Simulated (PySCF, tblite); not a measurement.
**Si2N2H8, a small molecule taken as a stand-in for a surface group (silicon nitride N site): NMR shifts, core binding energies and electronic excitations**

Wanted: the NMR shifts, core binding energies and electronic excitations for `NN([SiH3])[SiH3]`.

Computed with tblite 0.8.0 and PySCF 2.14.0; each step states its level. No surroundings beyond the atoms listed, unless a continuum is named. Atoms count from 0, parts from 1.

### Step 1. Starting point

12 atoms, charge 0, multiplicity 1; geometry: distance geometry start.

### Step 2. Relaxing the cluster with GFN2-xTB

Job settings and geometry (Å):

```
{"job": {"kind": "relax", "xc": "GFN2-xTB", "basis": "xTB"}, "charge": 0, "multiplicity": 1}
Si     2.110067    -0.780135     1.045874
N      0.482942    -0.024195     0.658977
Si    -0.771618    -1.174089     0.007801
N      0.534275     1.248543     0.056586
H      2.131253    -2.115654     0.636692
H      3.138843    -0.062987     0.377168
H      2.329746    -0.719974     2.451837
H     -1.777600    -0.454144    -0.642418
H     -1.344428    -1.901548     1.103124
H     -0.186348    -2.077999    -0.911460
H      0.208952     1.311114    -0.915638
H      1.326436     1.839880     0.282570
```

Level: GFN2-xTB geometry optimisation, gas phase.

The run is started by

```bash
OMP_NUM_THREADS=1 python cluster_run.py task.json out
```

This one command runs all jobs of the session in turn.

What it wrote:

```text
step      E/eV     max force
  0    -363.44185    2.462
  1    -363.73015    1.323
  2    -363.83371    1.022
  3    -363.89389    0.830
  4    -363.95994    0.697
  5    -363.98232    0.435
  6    -364.00372    0.458
  7    -364.01623    0.410
  8    -364.03941    0.417
  9    -364.05679    0.446
 10    -364.07101    0.348
 11    -364.08107    0.299
 12    -364.09023    0.271
 13    -364.09795    0.282
 14    -364.10582    0.255
 15    -364.11433    0.258
 16    -364.12397    0.295
 17    -364.13357    0.261
 18    -364.14053    0.194
 19    -364.14428    0.157
 20    -364.14631    0.114
 21    -364.14813    0.116
 22    -364.15058    0.140
 23    -364.15299    0.122
 24    -364.15449    0.082
 25    -364.15516    0.059
 26    -364.15563    0.069
 27    -364.15620    0.072
 28    -364.15693    0.073
 29    -364.15776    0.082
 30    -364.15864    0.076
 31    -364.15949    0.098
 32    -364.16026    0.098
 33    -364.16103    0.088
 34    -364.16197    0.097
 35    -364.16310    0.102
 36    -364.16421    0.105
 37    -364.16540    0.100
 38    -364.16701    0.166
 39    -364.17061    0.199
 40    -364.17598    0.532
 41    -364.18575    0.318
 42    -364.19277    0.524
 43    -364.20375    0.280
 44    -364.20761    0.269
 45    -364.21212    0.320
 46    -364.21768    0.143
 47    -364.22004    0.530
 48    -364.22560    0.156
 49    -364.22736    0.096
 50    -364.22918    0.235
 51    -364.23112    0.259
 52    -364.23560    0.156
 53    -364.23756    0.128
 54    -364.23930    0.106
 55    -364.24035    0.115
 56    -364.24085    0.213
 57    -364.24241    0.107
 58    -364.24311    0.062
 59    -364.24389    0.060
 60    -364.24418    0.054
 61    -364.24467    0.039
 62    -364.24487    0.034
 63    -364.24510    0.045
 64    -364.24545    0.058
 65    -364.24599    0.074
 66    -364.24654    0.056
 67    -364.24690    0.039
 68    -364.24710    0.043
 69    -364.24730    0.044
 70    -364.24767    0.059
 71    -364.24851    0.059
 72    -364.24938    0.053
 73    -364.25002    0.058
 74    -364.25043    0.058
 75    -364.25086    0.068
 76    -364.25163    0.080
 77    -364.25318    0.108
 78    -364.25568    0.137
 79    -364.25808    0.144
 80    -364.25936    0.125
 81    -364.26009    0.100
 82    -364.26052    0.071
 83    -364.26104    0.061
 84    -364.26152    0.043
 85    -364.26204    0.055
 86    -364.26232    0.074
 87    -364.26362    0.136
 88    -364.26514    0.151
 89    -364.26672    0.117
 90    -364.26745    0.055
 91    -364.26757    0.087
 92    -364.26809    0.052
 93    -364.26829    0.048
 94    -364.26874    0.039
 95    -364.26916    0.046
 96    -364.26988    0.062
 97    -364.27054    0.061
 98    -364.27111    0.050
 99    -364.27155    0.046
100    -364.27195    0.061
101    -364.27229    0.088
102    -364.27264    0.085
103    -364.27302    0.064
104    -364.27342    0.042
105    -364.27377    0.037
106    -364.27405    0.060
107    -364.27428    0.057
108    -364.27454    0.047
109    -364.27484    0.034
110    -364.27498    0.039
111    -364.27508    0.044
112    -364.27518    0.037
113    -364.27533    0.044
114    -364.27554    0.043
115    -364.27574    0.033
116    -364.27591    0.026
117    -364.27598    0.018
118    -364.27606    0.021
119    -364.27609    0.017
120    -364.27612    0.016
121    -364.27616    0.015
122    -364.27620    0.013
123    -364.27625    0.017
124    -364.27630    0.020
125    -364.27634    0.017
126    -364.27637    0.011
127    -364.27638    0.008
128    -364.27640    0.007
```

It took 1.1 s on 1 thread of Intel Xeon 6975P-C, shared host.

Along the way:

```csv
step,energy from step 0 (eV),largest force (eV/Å)
0,0.0000,2.4625
5,-0.5405,0.4349
10,-0.6292,0.3483
15,-0.6725,0.2588
20,-0.7045,0.1138
25,-0.7133,0.0590
30,-0.7168,0.0763
35,-0.7212,0.1023
40,-0.7341,0.5323
45,-0.7703,0.3201
50,-0.7873,0.2355
55,-0.7985,0.1143
60,-0.8023,0.0538
65,-0.8041,0.0734
70,-0.8058,0.0592
75,-0.8090,0.0687
80,-0.8175,0.1254
85,-0.8202,0.0554
90,-0.8256,0.0554
95,-0.8273,0.0455
100,-0.8301,0.0612
105,-0.8319,0.0368
110,-0.8331,0.0388
115,-0.8339,0.0331
120,-0.8343,0.0162
125,-0.8345,0.0169
128,-0.8346,0.0067
```

Close pairs (by a distance rule), those that changed most:

```csv
bond,before (Å),after (Å),change (Å)
Si0–N1,1.835,1.732,-0.104
N1–Si2,1.822,1.740,-0.082
Si2–H7,1.398,1.464,+0.067
Si0–H4,1.397,1.453,+0.056
Si0–H5,1.421,1.471,+0.050
Si0–H6,1.424,1.471,+0.047
Si2–H9,1.416,1.461,+0.046
Si2–H8,1.434,1.464,+0.029
```

### Step 3. Optimising the geometry at PBE0-D3(BJ)/def2-SVP

Job settings and geometry (Å):

```
{"job": {"xc": "PBE0", "basis": "def2-SVP", "d3": "d3bj", "grid": 2, "kind": "geom", "shake": 0.01}, "charge": 0, "multiplicity": 1}
Si     1.594991    -0.371713     0.344289
N     -0.073536     0.088491     0.008765
Si    -1.525375    -0.784134    -0.441525
N     -0.366858     1.493495     0.055578
H      1.630074    -1.803119     0.263060
H      2.434920     0.317275    -0.654193
H      1.932768     0.182419     1.667090
H     -1.931991    -0.288709    -1.745958
H     -2.523413    -0.512937     0.606160
H     -1.127231    -2.194475    -0.468628
H      0.163775     1.990384    -0.607741
H     -0.169633     1.855437     0.990104
```

What it wrote:

```text
step   0  E = -692.63770287  max force = 0.028247
step   1  E = -692.64507826  max force = 0.004864
step   2  E = -692.64528378  max force = 0.001272
step   3  E = -692.64529923  max force = 0.000337
step   4  E = -692.64530160  max force = 0.000205
optimisation converged
```

It took 17 s on 1 thread of Intel Xeon 6975P-C, shared host; peak memory 0.55 GiB.

The steps of the relaxation:

```csv
step,energy from step 0 (eV),largest force component (eV/Å)
0,0.0000,1.4525
1,-0.2007,0.2501
2,-0.2063,0.0654
3,-0.2067,0.0173
4,-0.2068,0.0105
```

Distances of close pairs at the start and the end, largest changes first:

```csv
bond,before (Å),after (Å),change (Å)
Si0–H4,1.434,1.491,+0.057
Si2–H7,1.453,1.495,+0.041
N3–H10,0.984,1.021,+0.037
Si2–H9,1.466,1.495,+0.030
Si0–H6,1.473,1.499,+0.026
Si0–H5,1.476,1.499,+0.024
Si2–H8,1.472,1.494,+0.022
Si0–N1,1.763,1.745,-0.018
```

The end geometry stands in the next job.

```csv
at the end point,value
"rotational constants (GHz, main isotopes)","6.660, 2.875, 2.131"
dipole moment (D),1.47
```

### Step 4. Nuclear shieldings: PBE0/pcSseg-2

Job settings and geometry (Å):

```
{"job": {"kind": "nmr", "xc": "PBE0", "basis": "pcSseg-2"}, "charge": 0, "multiplicity": 1}
Si     1.569811    -0.350622     0.346031
N     -0.067617     0.162226     0.026514
Si    -1.496639    -0.751678    -0.394518
N     -0.369258     1.550731     0.094186
H      1.639000    -1.836916     0.249257
H      2.520163     0.273226    -0.631261
H      1.996604     0.099916     1.710558
H     -2.029947    -0.346662    -1.730848
H     -2.579287    -0.563906     0.618403
H     -1.098726    -2.192492    -0.436815
H      0.194431     2.070677    -0.579694
H     -0.160415     1.914392     1.024927
```

Level: GIAO PBE0/pcSseg-2 NMR shielding, non-relativistic, gas phase.

What it wrote:

```text
coarse grid: 10336 points
cycle   1  E = -692.9514348537  dE =  1.095e-02  |g| = 3.560e-01  |ddm| = 2.440e+00
cycle   2  E = -692.9350079752  dE =  1.643e-02  |g| = 4.391e-01  |ddm| = 6.608e-01
cycle   3  E = -692.9750469298  dE = -4.004e-02  |g| = 8.849e-02  |ddm| = 3.838e-01
cycle   4  E = -692.9766180245  dE = -1.571e-03  |g| = 1.451e-02  |ddm| = 6.314e-02
cycle   5  E = -692.9766430920  dE = -2.507e-05  |g| = 9.351e-03  |ddm| = 1.684e-02
cycle   6  E = -692.9766600809  dE = -1.699e-05  |g| = 1.184e-03  |ddm| = 6.282e-03
cycle   7  E = -692.9766603844  dE = -3.035e-07  |g| = 2.625e-04  |ddm| = 1.202e-03
final grid: 88816 points
cycle   8  E = -692.9873715859  dE = -4.197e-05  |g| = 6.471e-03  |ddm| = 2.512e-02
cycle   9  E = -692.9873601634  dE =  1.142e-05  |g| = 9.649e-03  |ddm| = 1.094e-02
cycle  10  E = -692.9873804315  dE = -2.027e-05  |g| = 5.338e-04  |ddm| = 6.862e-03
cycle  11  E = -692.9873804630  dE = -3.148e-08  |g| = 3.299e-04  |ddm| = 4.423e-04
cycle  12  E = -692.9873804836  dE = -2.058e-08  |g| = 6.488e-05  |ddm| = 2.017e-04
cycle  13  E = -692.9873804844  dE = -8.262e-10  |g| = 7.679e-06  |ddm| = 5.673e-05
converged SCF energy = -692.9873804844

GIAO shielding tensors (ppm)
atom      isotropic    diamagn.    paramagn.     s11        s22        s33       span
  0 Si     388.045     878.257    -490.212    332.860    362.273    469.004    136.144
  1 N      224.419     319.920     -95.500    187.002    192.697    293.559    106.557
  2 Si     390.533     877.197    -486.664    334.855    374.302    462.441    127.586
  3 N      190.595     310.554    -119.959    142.548    178.409    250.828    108.280
  4 H       26.281      29.452      -3.172     22.909     25.136     30.798      7.889
  5 H       26.585      29.231      -2.645     23.339     25.051     31.366      8.026
  6 H       26.602      29.238      -2.636     23.382     25.085     31.337      7.956
  7 H       26.529      28.348      -1.819     23.218     25.011     31.360      8.142
  8 H       26.528      28.321      -1.793     23.218     25.021     31.344      8.126
  9 H       26.527      29.366      -2.838     23.255     25.380     30.948      7.693
 10 H       28.659      30.639      -1.980     22.269     26.662     37.047     14.777
 11 H       28.672      30.616      -1.944     22.273     26.674     37.069     14.796
```

Wall time 23 s (1 thread of Intel Xeon 6975P-C, shared host); peak memory 1 GiB.

Shifts follow as δ = σ(reference) − σ, with reference shieldings (ppm) from runs at the same level and on the same kind of geometry: $^{1}$H TMS 31.25, $^{29}$Si TMS 341.3, $^{15}$N NH3 261.7. The references are single molecules in the gas phase, so shifts against H2O, NH3, PH3, H3PO4 or CFCl3 are not on the usual liquid scales and can be off by tens of ppm. Atoms listed in one row are averaged.

```csv
atoms,environment,σ (ppm),δ (ppm)
H4,hydrogen on a silicon bonded to N,26.28,4.96
H9,hydrogen on a silicon bonded to N,26.53,4.72
"H7, H8",hydrogen on a silicon bonded to N,26.53,4.72
"H5, H6",hydrogen on a silicon bonded to N,26.59,4.65
"H10, H11",hydrogen on a nitrogen bonded to N,28.67,2.58
Si0,"silicon bonded to N, 3 H",388.0,-46.8
Si2,"silicon bonded to N, 3 H",390.5,-49.2
N3,"nitrogen bonded to N, 2 H",190.6,71.1
N1,"nitrogen bonded to N, 2 Si",224.4,37.3
```

The run also stored atomic charges by several schemes (e):

```csv
atoms,Mulliken,IAO,Hirshfeld,ESP fit
Si0,0.70,0.73,0.34,0.25
N1,-0.67,-0.70,-0.24,-0.03
Si2,0.74,0.76,0.33,0.31
N3,-0.25,-0.48,-0.18,-0.79
```

Mayer bond orders: Si0–N1 0.94, N1–Si2 0.91, N1–N3 0.89.

### Step 5. Core holes by ΔSCF: SCAN, X2C

Same as in step 4 but for these lines:

```diff
@@ -1,2 +1,2 @@
-{"job": {"kind": "nmr", "xc": "PBE0", "basis": "pcSseg-2"}, "charge": 0, "multiplicity": 1}
+{"job": {"kind": "xps", "holes": 5}, "charge": 0, "multiplicity": 1}
 Si     1.569811    -0.350622     0.346031
```

With the program's defaults for keys left out, this is: delta-SCF UKS SCAN, pcX-2 on the ionised atom, pcseg-1 elsewhere, spin-free X2C.

What it wrote:

```text
ground state, core basis on atom 0 (Si), 146 functions
  cycle   1  E = -694.41270826  |g| = 3.98e-01
  cycle   2  E = -694.35445319  |g| = 6.26e-01
  cycle   3  E = -694.44650078  |g| = 9.16e-02
  cycle   4  E = -694.44857507  |g| = 2.36e-02
  cycle   5  E = -694.44866210  |g| = 1.25e-02
  cycle   6  E = -694.44869106  |g| = 1.74e-03
  cycle   7  E = -694.44869285  |g| = 5.20e-04
  cycle   8  E = -694.44869269  |g| = 1.16e-04
  E(ground) = -694.47695240 Eh
hole in Si 2p of atom 0
  cycle   1  E = -690.17308529  |g| = 1.23e+00
  cycle   2  E = -689.84164747  |g| = 1.25e+00
  cycle   3  E = -690.38303753  |g| = 4.61e-01
  cycle   4  E = -690.48635938  |g| = 1.38e-01
  cycle   5  E = -690.49373251  |g| = 4.78e-02
  cycle   6  E = -690.49488790  |g| = 1.78e-02
  cycle   7  E = -690.49501719  |g| = 6.63e-03
  cycle   8  E = -690.49503595  |g| = 1.28e-03
  cycle   9  E = -690.49503710  |g| = 2.17e-04
  E(ion) = -690.53450888 Eh   <S^2> = 0.7522   hole on atom = 1.002   binding energy = 107.279 eV
  2p3/2 = 107.051 eV   2p1/2 = 107.674 eV
ground state, core basis on atom 1 (N), 135 functions
  cycle   1  E = -694.36952590  |g| = 7.65e-02
  cycle   2  E = -694.36959004  |g| = 2.20e-02
  cycle   3  E = -694.36963497  |g| = 1.99e-02
  cycle   4  E = -694.36971384  |g| = 5.84e-03
  cycle   5  E = -694.36972174  |g| = 8.07e-04
  cycle   6  E = -694.36972295  |g| = 2.79e-04
  E(ground) = -694.43752307 Eh
hole in N 1s of atom 1
  cycle   1  E = -678.77541878  |g| = 1.87e+00
  cycle   2  E = -677.71036435  |g| = 2.32e+00
  cycle   3  E = -679.41297472  |g| = 4.76e-01
  cycle   4  E = -679.48481860  |g| = 1.79e-01
  cycle   5  E = -679.49611889  |g| = 7.72e-02
  cycle   6  E = -679.49880917  |g| = 8.43e-03
  cycle   7  E = -679.49885452  |g| = 3.41e-03
  cycle   8  E = -679.49886575  |g| = 1.50e-03
  cycle   9  E = -679.49886904  |g| = 5.10e-04
  cycle  10  E = -679.49887008  |g| = 1.20e-04
  E(ion) = -679.56532363 Eh   <S^2> = 0.7704   hole on atom = 1.000   binding energy = 404.693 eV
ground state, core basis on atom 2 (Si), 146 functions
  cycle   1  E = -694.44923219  |g| = 2.89e-01
  cycle   2  E = -694.44922265  |g| = 4.95e-02
  cycle   3  E = -694.44898784  |g| = 5.16e-02
  cycle   4  E = -694.44947171  |g| = 1.48e-02
  cycle   5  E = -694.44952062  |g| = 1.82e-03
  cycle   6  E = -694.44952115  |g| = 4.93e-04
  E(ground) = -694.47738788 Eh
hole in Si 2p of atom 2
  cycle   1  E = -690.18156869  |g| = 1.23e+00
  cycle   2  E = -690.09766056  |g| = 1.05e+00
  cycle   3  E = -690.46627844  |g| = 2.51e-01
  cycle   4  E = -690.49354961  |g| = 1.34e-01
  cycle   5  E = -690.50109258  |g| = 4.71e-02
  cycle   6  E = -690.50216202  |g| = 1.39e-02
  cycle   7  E = -690.50223211  |g| = 5.76e-03
  cycle   8  E = -690.50224627  |g| = 1.01e-03
  cycle   9  E = -690.50224589  |g| = 1.25e-04
  E(ion) = -690.54126924 Eh   <S^2> = 0.7520   hole on atom = 1.003   binding energy = 107.107 eV
  2p3/2 = 106.872 eV   2p1/2 = 107.496 eV
ground state, core basis on atom 3 (N), 135 functions
  cycle   1  E = -694.36469932  |g| = 7.59e-02
  cycle   2  E = -694.36477344  |g| = 1.86e-02
  cycle   3  E = -694.36478873  |g| = 1.88e-02
  cycle   4  E = -694.36487047  |g| = 6.23e-03
  cycle   5  E = -694.36487733  |g| = 6.34e-04
  cycle   6  E = -694.36488028  |g| = 1.63e-04
  E(ground) = -694.43329198 Eh
hole in N 1s of atom 3
  cycle   1  E = -678.74726428  |g| = 1.85e+00
  cycle   2  E = -677.49744347  |g| = 2.36e+00
  cycle   3  E = -679.31239491  |g| = 5.39e-01
  cycle   4  E = -679.38999463  |g| = 3.54e-01
  cycle   5  E = -679.44112946  |g| = 1.03e-01
  cycle   6  E = -679.44544638  |g| = 1.45e-02
  cycle   7  E = -679.44557954  |g| = 3.56e-03
  cycle   8  E = -679.44559109  |g| = 1.25e-03
  cycle   9  E = -679.44559301  |g| = 4.91e-04
  E(ion) = -679.51225306 Eh   <S^2> = 0.7687   hole on atom = 1.000   binding energy = 406.022 eV
```

It took 14 s on 1 thread of Intel Xeon 6975P-C, shared host; peak memory 0.51 GiB.

Binding energies by hole, beside the orbital energy of the ground state; the difference holds orbital relaxation and, for a density functional, its self-interaction error:

```csv
hole,stands for,environment,ΔSCF (eV; 2p as the shell's mean),−ε (eV),⟨S²⟩
Si2p on Si0,Si0,"silicon bonded to N, 3 H",107.26,96.4,0.752
N1s on N1,N1,"nitrogen bonded to N, 2 Si",404.69,386.2,0.770
Si2p on Si2,Si2,"silicon bonded to N, 3 H",107.08,96.2,0.752
N1s on N3,N3,"nitrogen bonded to N, 2 H",406.02,386.8,0.769
```

With the spin-orbit splitting: Si0 2p3/2 107.05, 2p1/2 107.67 eV; Si2 2p3/2 106.87, 2p1/2 107.50 eV. The table gives each 2p level as the mean over the whole 2p shell (two parts 2p3/2, one part 2p1/2), which differs a little from the single hole in the log.

### Step 6. Excited states and response: CAM-B3LYP/def2-SVPD

Same as in step 5 but for these lines:

```diff
@@ -1,2 +1,2 @@
-{"job": {"kind": "xps", "holes": 5}, "charge": 0, "multiplicity": 1}
+{"job": {"kind": "uv", "xc": "CAM-B3LYP", "basis": "def2-SVPD", "nstates": 6, "ntriplets": 2, "ip": true}, "charge": 0, "multiplicity": 1}
 Si     1.569811    -0.350622     0.346031
```

Method: TDDFT CAM-B3LYP/def2-SVPD, vertical, gas phase, core orbitals frozen in the response.

What it wrote:

```text
coarse grid: 10336 points
cycle   1  E = -692.8762877550  dE =  1.875e-03  |g| = 3.247e-01  |ddm| = 3.927e+00
cycle   2  E = -692.8841182335  dE = -7.830e-03  |g| = 2.964e-01  |ddm| = 1.234e+00
cycle   3  E = -692.9024188669  dE = -1.830e-02  |g| = 6.986e-02  |ddm| = 5.184e-01
cycle   4  E = -692.9035049854  dE = -1.086e-03  |g| = 1.116e-02  |ddm| = 9.258e-02
cycle   5  E = -692.9035324311  dE = -2.745e-05  |g| = 6.578e-03  |ddm| = 4.709e-02
cycle   6  E = -692.9035414626  dE = -9.031e-06  |g| = 8.639e-04  |ddm| = 9.225e-03
final grid: 88816 points
cycle   7  E = -692.9876818252  dE = -8.169e-06  |g| = 3.268e-03  |ddm| = 3.099e-02
cycle   8  E = -692.9876810033  dE =  8.219e-07  |g| = 3.868e-03  |ddm| = 1.348e-02
cycle   9  E = -692.9876842337  dE = -3.230e-06  |g| = 1.439e-04  |ddm| = 6.576e-03
cycle  10  E = -692.9876842383  dE = -4.603e-09  |g| = 8.783e-05  |ddm| = 3.763e-04
cycle  11  E = -692.9876842399  dE = -1.650e-09  |g| = 3.423e-05  |ddm| = 1.580e-04
cycle  12  E = -692.9876842402  dE = -2.852e-10  |g| = 4.387e-06  |ddm| = 5.074e-05
converged SCF energy = -692.9876842402

Static polarisability (au): isotropic 72.611, principal 64.319 73.121 80.394

Singlet excitations
state   eV       nm        f      main configurations
  1   6.0756    204.1   0.00103   H->L 0.87, H->L+1 0.10
  2   6.3821    194.3   0.00544   H-1->L 0.86
  3   6.8906    179.9   0.01154   H->L+2 0.72, H->L+3 0.15
  4   7.0463    176.0   0.04523   H->L+1 0.77, H->L 0.10
  5   7.3777    168.1   0.06299   H-1->L+2 0.55, H-1->L+3 0.20, H-1->L+1 0.13
  6   7.4932    165.5   0.02061   H-1->L+1 0.67, H-1->L+2 0.14

Triplet excitations (Tamm-Dancoff, eV): 5.8480 6.0785
Vertical ionisation energy (delta-SCF) = 9.2384 eV
```

Wall time 33 s (1 thread of Intel Xeon 6975P-C, shared host); peak memory 0.8 GiB.

Frontier orbitals and where they lie:

```csv
orbital,eV,atoms
HOMO−3,-11.06,"Si2 27 %, Si0 16 %, H8 16 %"
HOMO−2,-10.82,"Si2 31 %, H9 22 %, Si0 11 %"
HOMO−1,-8.93,"N3 58 %, N1 17 %, Si0 6 %"
HOMO,-8.57,"N1 52 %, Si2 10 %, Si0 8 %"
LUMO,0.81,"Si0 29 %, Si2 16 %, N3 8 %"
LUMO+1,1.31,"Si0 34 %, Si2 16 %, H5 10 %"
LUMO+2,1.70,"Si0 26 %, Si2 24 %, H10 7 %"
```

With each of the 6 states as a Gaussian band of 0.4 eV half-width at 1/e, the curve within the window shown has maxima at 170 nm (ε 4,500) L/(mol cm). Beyond the last state computed it falls off for lack of states. The curve at chosen wavelengths:

(nm, ε (L/mol/cm)): (159, 1401), (162, 2529), (164, 3298), (167, 4175), (170, 4513), (172, 4432), (175, 3961), (178, 3239), (180, 2708), (183, 1947), (186, 1322), (188, 1005), (191, 671), (194, 467), (197, 343), (199, 284), (202, 215), (205, 159), (207, 127), (210, 88), (213, 58), (215, 43), (218, 27), (221, 16), (223, 11), (226, 6)

Ground-state properties from the same run:

```csv
property,computed
dipole moment (D),1.37
polarisability (Å³),10.76
HOMO–LUMO gap (eV),9.38
−ε(HOMO) (eV),8.57
```

### Step 7. Results

| quantity | value |
| --- | --- |
| rotational constants (main isotopes) | 6.66, 2.87, 2.13 GHz |
| $^{1}$H shifts against TMS (PBE0/pcSseg-2, means over atoms taken as alike) | 4.96, 4.72, 4.72, 4.65, 2.58 ppm |
| $^{29}$Si shifts against TMS (PBE0/pcSseg-2) | -46.8, -49.2 ppm |
| $^{15}$N shifts against NH3 (PBE0/pcSseg-2) | 71.1, 37.3 ppm |
| Si2p binding energies, SCAN/pcX-2 | Si0 107.26, Si2 107.08 eV |
| N1s binding energies, SCAN/pcX-2 | N3 406.02, N1 404.69 eV |
| lowest singlet (CAM-B3LYP/def2-SVPD) | 6.08 eV (204 nm), f = 0.001 |
| brightest single state of those computed | state 5, 7.38 eV, f = 0.063 |
| lowest triplet | 5.85 eV |
| vertical ionisation energy (ΔSCF) | 9.24 eV |

In words: Over 4 steps the energy fell by 0.207 eV; of the close pairs, Si0–H4 changed most, 1.434 to 1.491 Å (PBE0/def2-SVP). At PBE0/pcSseg-2: The widest tensor belongs to Si0: span 136 ppm, with a paramagnetic part of -490 ppm. Si0 (silicon bonded to N, 3 H) binds its Si2p electron 0.18 eV more tightly than Si2 (silicon bonded to N, 3 H). N3 (nitrogen bonded to N, 2 H) binds its N1s electron 1.33 eV more tightly than N1 (nitrogen bonded to N, 2 Si). The first singlet state (HOMO→LUMO 0.87, HOMO→LUMO+1 0.10) lies at 6.08 eV and is weak; of the 6 states computed, the strongest absorption comes from state 5 at 7.38 eV. The lowest triplet lies 0.23 eV below the lowest singlet (triplets in Tamm-Dancoff, singlets in full TDDFT). ΔSCF puts the ionisation energy at 9.24 eV, 0.66 eV above −ε(HOMO). A capped cluster stands for the solid here, so long-range fields and strain are missing, and bands or shifts of the capping hydrogens have no counterpart in it.
